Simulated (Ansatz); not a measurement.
# CH5BOSi: basis-set convergence

The task here is to estimate one member of a computed series from the others.

Method: one geometry, several basis sets; program: Ansatz 0.2.0, Gaussian basis.

Plan: PBE0-D4/def2-SVP; ωB97M-V/def2-SVP; PBE0-D4/def2-QZVPP; ωB97M-V/def2-QZVPP; the functionals' def2-TZVPP values are taken from earlier runs.

## The geometry

An earlier PBE0-D4 in a triple-zeta def2 set relaxation fixed the geometry.

9 atoms, charge 0, spin multiplicity 1.

Atoms are counted from 1 here; the program's logs count them from 0.

Bond lengths: Si1–B2 1.997 Å, Si1–H5 1.488 Å, Si1–H6 1.487 Å, Si1–H7 1.486 Å, B2–C3 1.520 Å, B2–O4 1.332 Å, C3–O4 1.488 Å, C3–H8 1.086 Å, C3–H9 1.086 Å. Angles: B2–Si1–H5 108.8°, B2–Si1–H6 108.8°, B2–Si1–H7 112.3°, H5–Si1–H6 108.4°, H5–Si1–H7 109.2°, H6–Si1–H7 109.2°, Si1–B2–C3 158.1°, Si1–B2–O4 139.4°, C3–B2–O4 62.5°, B2–C3–O4 52.6°, B2–C3–H8 122.1°, B2–C3–H9 122.1°, O4–C3–H8 112.8°, O4–C3–H9 112.8°, H8–C3–H9 115.0°, B2–O4–C3 64.9°.

The first run:

File in.yaml:

```yaml
crystal:
  periodic: [false, false, false]
  atoms:
    - {symbol: Si, position_ang: [-0.617385, 1.087473, -1.056798]}
    - {symbol: B, position_ang: [0.328716, -0.175071, 0.167853]}
    - {symbol: C, position_ang: [0.497714, -1.267563, 1.211091]}
    - {symbol: O, position_ang: [1.571538, -0.507490, 0.514891]}
    - {symbol: H, position_ang: [-1.460875, 0.302117, -1.997230]}
    - {symbol: H, position_ang: [-1.506896, 1.963952, -0.248590]}
    - {symbol: H, position_ang: [0.326411, 1.931491, -1.834164]}
    - {symbol: H, position_ang: [0.491210, -2.321561, 0.949474]}
    - {symbol: H, position_ang: [0.458167, -1.059647, 2.276273]}
basis:
  gaussian: {orbitals: def2-SVP}
hamiltonian: {xc: pbe0, dispersion: d4}
output: {orbitals: {seedname: orbitals}}
```

Started as:

```
> ansatz run in.yaml --threads 2 --pin off --events-out ev --progress --plain --max-ram 4352MiB
```

Among the steps run: PBE0-D4 in def2-SVP; ωB97M-V in def2-SVP; PBE0-D4 in def2-QZVPP; ωB97M-V in def2-QZVPP.

One table of the session follows, with a row left open; its other results are not shown here.

| functional | basis | HOMO (eV) |
| --- | --- | --- |
| PBE0-D4 | def2-SVP | -7.96 |
| PBE0-D4 | def2-TZVPP | -7.97 |
| PBE0-D4 | def2-QZVPP | -7.98 |
| ωB97M-V | def2-SVP | ? |
| ωB97M-V | def2-TZVPP | -10.20 |
| ωB97M-V | def2-QZVPP | -10.21 |

Estimate the missing values for ωB97M-V, def2-SVP.

The run gave: HOMO (eV): -10.17. In the column «HOMO (eV)» it lies between ωB97M-V, def2-TZVPP (-10.20) and PBE0-D4, def2-QZVPP (-7.98).
